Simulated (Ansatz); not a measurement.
This was printed by a script on Ansatz 0.2.0, Python API, for a single point in a Gaussian basis of CH₂Br₂, SMILES BrCBr. What did the script look like? Use: PBE0, def2-SVP basis, multiplicity 1.

```xyz
5

Br   -0.5574   -0.9236    1.5168
C    -0.1154    0.1125   -0.0789
Br    1.6015   -0.3513   -0.7779
H    -0.0310    1.1878    0.1710
H    -0.8478   -0.0991   -0.8724
```

```console
$ python energy_ch2br2.py
reference energy   -141126.792024 eV
total energy       -141126.792024 eV
occupied orbitals outside the frozen core (up, down): [39, 39]  frozen: 0  virtual: [49, 49]
<S^2> = 0.0  all-electron relativity setting: none
passes: {'evaluations': 13, 'products': 11}
occupied orbitals by irrep: [{'A': 39}, {'A': 39}]
largest force 0.6165 eV/A, rms 0.2747
  atom  mulliken  lowdin
0   Br    -0.073   0.105
1    C    -0.141  -0.211
2   Br    -0.079   0.119
3    H     0.147  -0.006
4    H     0.146  -0.008
dipole (e A): [-0.1782  0.2199 -0.1343]
HOMO -7.974 eV, LUMO -0.779 eV, gap 7.195 eV
```

The script that was run (others could print the same):

`energy_ch2br2.py`:
```python
"""Single point of CH2Br2."""

from pathlib import Path

import ansatz as az
import numpy as np
import pandas as pd


def main() -> None:
    ch2br2 = (
        az.Crystal.molecule()
        .atom("Br", (-0.5574, -0.9236, 1.5168))
        .atom("C", (-0.1154, 0.1125, -0.0789))
        .atom("Br", (1.6015, -0.3513, -0.7779))
        .atom("H", (-0.031, 1.1878, 0.171))
        .atom("H", (-0.8478, -0.0991, -0.8724))
    )

    job = (
        ch2br2.calculation()
        .basis(gaussian="def2-SVP")
        .functional("pbe0")
        .forces()
        .orbitals()
    )
    result = job.run(threads=1, backend="cpu", runs_dir="ch2br2_runs")
    summary = result.report

    print("reference energy %16.6f eV" % summary["reference_energy_ev"])
    print("total energy     %16.6f eV" % summary["free_energy_ev"])
    print("occupied orbitals outside the frozen core (up, down):", summary["n_occupied"], " frozen:", summary["n_frozen"], " virtual:", summary["n_virtual"])

    field = summary["mean_field"]
    print("<S^2> =", round(abs(field["state"]["spin_squared"]), 4), " all-electron relativity setting:", field["relativity"])
    print("passes:", field["passes"])
    if "symmetry" in field:
        print("occupied orbitals by irrep:", field["symmetry"]["occupied"])

    symbols = [site.symbol for site in ch2br2.cartesian_sites]
    forces = np.array(summary["forces_ev_ang"])
    print("largest force", round(float(np.linalg.norm(forces, axis=1).max()), 4), "eV/A, rms", round(float(np.sqrt((forces ** 2).mean())), 4))

    charges = summary["charge_distribution"]
    table = pd.DataFrame({"atom": symbols, "mulliken": charges["mulliken_charges_e"], "lowdin": charges["lowdin_charges_e"]})
    print(table.round(3).to_string())
    print("dipole (e A):", np.round(charges["dipole_moment_e_ang"], 4) + 0.0)

    lines = Path(summary["orbitals_path"]).read_text().splitlines()
    field_of = lambda key: [line.split("=")[1].strip() for line in lines if line.startswith(key)]
    orbitals = [(27.211386 * float(e), s, float(n)) for e, s, n in zip(field_of("Ene="), field_of("Spin="), field_of("Occup="))]
    homo = max(e for e, _, n in orbitals if n > 0.5)
    lumo = min(e for e, _, n in orbitals if n < 0.5)
    print(f"HOMO {homo:.3f} eV, LUMO {lumo:.3f} eV, gap {lumo - homo:.3f} eV")


if __name__ == "__main__":
    main()
```

Total energies depend on the basis set; only differences at equal settings carry meaning. The geometry is a force-field or estimated start, not a minimum of this method, and the basis set is short of its limit. The Löwdin charges here are taken after orthogonalising the functions within each atom; they differ from plain Löwdin charges, and their signs can be unphysical. Levels such as HOMO and LUMO are orbital energies: with these approximate functionals they aren't the ionisation energy and electron affinity, and their gap isn't the fundamental gap. Run time: 3.6 s on 1 thread of Arm Neoverse V2, on a shared host, peak memory 0.29 GiB.

(A comment or docstring line of the script was reworded after the run, the code is as it ran; lines on the test bed's own set-up are left out of the output.)
